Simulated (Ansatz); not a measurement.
**C₂H₅NOSi: basis-set convergence**

Aim: see how fast density functionals converge with the basis set for C₂H₅NOSi.

The runs use Ansatz 0.2.0, Gaussian basis; one geometry, several basis sets.

Levels to be run: PBE0-D4/def2-SVP; ωB97M-V/def2-SVP; PBE0-D4/def2-QZVPP; ωB97M-V/def2-QZVPP; the functionals' def2-TZVPP values are taken from earlier runs.

### Step 1. The relaxed structure

An earlier PBE0-D4 in a triple-zeta def2 set relaxation fixed the geometry.

SMILES `CO[SiH2]C#N`, 10 atoms, charge 0, spin multiplicity 1.

Atoms are counted from 1 here; the program's logs count them from 0.

Bond lengths: C1–O2 1.415 Å, C1–H6 1.095 Å, C1–H7 1.090 Å, C1–H8 1.094 Å, O2–Si3 1.625 Å, Si3–C4 1.860 Å, Si3–H9 1.473 Å, Si3–H10 1.482 Å, C4–N5 1.152 Å. Angles: O2–C1–H6 111.3°, O2–C1–H7 107.8°, O2–C1–H8 111.0°, H6–C1–H7 108.8°, H6–C1–H8 109.0°, H7–C1–H8 108.9°, C1–O2–Si3 124.3°, O2–Si3–C4 109.2°, O2–Si3–H9 108.1°, O2–Si3–H10 113.0°, C4–Si3–H9 108.2°, C4–Si3–H10 105.3°, H9–Si3–H10 112.8°, Si3–C4–N5 178.3°.

### Step 2. PBE0-D4 in def2-SVP

Contents of in.yaml:

```yaml
crystal:
  periodic: [false, false, false]
  atoms:
    - {symbol: C, position_ang: [-1.256788, 0.507013, -0.785520]}
    - {symbol: O, position_ang: [-0.000523, 0.982103, -0.339984]}
    - {symbol: Si, position_ang: [0.909830, 0.245969, 0.786459]}
    - {symbol: C, position_ang: [1.302382, -1.482235, 0.223400]}
    - {symbol: N, position_ang: [1.515231, -2.554880, -0.138908]}
    - {symbol: H, position_ang: [-1.966509, 0.423165, 0.044081]}
    - {symbol: H, position_ang: [-1.646583, 1.222104, -1.509853]}
    - {symbol: H, position_ang: [-1.158027, -0.469305, -1.269655]}
    - {symbol: H, position_ang: [2.175901, 0.989479, 0.910726]}
    - {symbol: H, position_ang: [0.208384, 0.085389, 2.082155]}
basis:
  gaussian: {orbitals: def2-SVP}
hamiltonian: {xc: pbe0, dispersion: d4}
output: {orbitals: {seedname: orbitals}}
```

The run is started by

```sh
> ansatz run in.yaml --threads 4 --pin off --events-out ev --progress --plain --max-ram 10444MiB
```

Further steps of the session: ωB97M-V in def2-SVP; PBE0-D4 in def2-QZVPP; ωB97M-V in def2-QZVPP.

Q: Predict the results of all the runs planned. Wanted: PBE0-D4: double and triple zeta above quadruple; ωB97M-V: double and triple zeta above quadruple.

As calculated:

| quantity | value |
| --- | --- |
| PBE0-D4: double and triple zeta above quadruple | 10.14, 0.59 eV |
| ωB97M-V: double and triple zeta above quadruple | 10.35, 0.55 eV |

PBE0-D4 gains 9.55 eV from double to triple zeta, then 0.59 eV more. These are total energies; as a rule much of such shifts cancels in differences, which this series doesn't test. The LUMO of ωB97M-V is positive and keeps falling with the basis (1.43 to 0.81 eV): an unbound level that the basis holds in place.
